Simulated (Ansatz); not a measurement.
# In2Au3: the cost of one run

Computed with Ansatz 0.2.0 through its Python package. The levels of theory stand in the script.

## 1. The system

Symmetry: P-3m1, No. 164, trigonal system. The conventional cell has a = 4.620 Å, b = 4.620 Å, c = 5.746 Å, α = 90.00°, β = 90.00°, γ = 120.00°. In (site symmetry 3m) has 5 Au at 2.77 to 2.96 Å as nearest neighbours. Au (site symmetry 3m) is surrounded by 5 In at 2.77 to 2.96 Å and 3 Au at 2.89 Å. Au (site symmetry -3m) has 6 Au at 2.89 Å and 6 In at 3.25 Å as nearest neighbours.

No structure file is read: the coordinates are typed or built in the script.

## 2. The code

Input file in2au3.py:

```python
"""Functional comparison for In2Au3 (totals differ with the potentials too)."""

import ansatz as az
import numpy as np

SETTINGS = {
    "cutoff_ev": 450,
    "k_length": 22,
    "smearing": "cold",
}


def main() -> None:
    vectors = np.array([
        [4.620205, 0.0, 0.0],
        [-2.310103, 4.001215, 0.0],
        [0.0, 0.0, 5.746198],
    ])
    structure = (
        az.Lattice.of(vectors)
        .atom("In", (2 / 3, 1 / 3, 0.32167))
        .atom("In", (1 / 3, 2 / 3, 0.67833))
        .atom("Au", (2 / 3, 1 / 3, 0.806545))
        .atom("Au", (1 / 3, 2 / 3, 0.193455))
        .atom("Au", (0.0, 0.0, 0.0))
    )

    job = (
        structure.calculation()
        .pseudopotentials("paw")
        .basis(SETTINGS["cutoff_ev"])
        .kpoints(length=SETTINGS["k_length"])
        .occupations(SETTINGS["smearing"])
        .forces()
        .stress()
    )

    rows = []
    for value in ["lda", "r2scan", "pbesol"]:
        data = job.functional(value).run(threads=1).report
        rows.append((value, data["free_energy_ev"] / len(data["lattice"]["sites"]), data["n_iterations"], sum(data["stress_gpa"][i][i] for i in range(3)) / 3, max(abs(f) for row in data["forces_ev_ang"] for f in row), data["n_kpoints"]))

    print("  functional   F/atom (eV)    iterations       P (GPa)  max component (eV/A)      k-points")
    for row in rows:
        print(f"{str(row[0]):>12s}  {row[1]:12.5f}  {row[2]:12d}  {row[3]:12.3f}  {row[4]:20.4f}  {row[5]:12d}")


if __name__ == "__main__":
    main()
```

## 3. Running it

Command:

```bash
python in2au3.py
```

**Question.** How long does this script take on 1 thread of Intel Xeon Platinum 8259CL at 2.50GHz (Skylake/Cascade Lake), shared host, and how much memory does it need?

About 22 s, with a peak of 0.67 GiB.
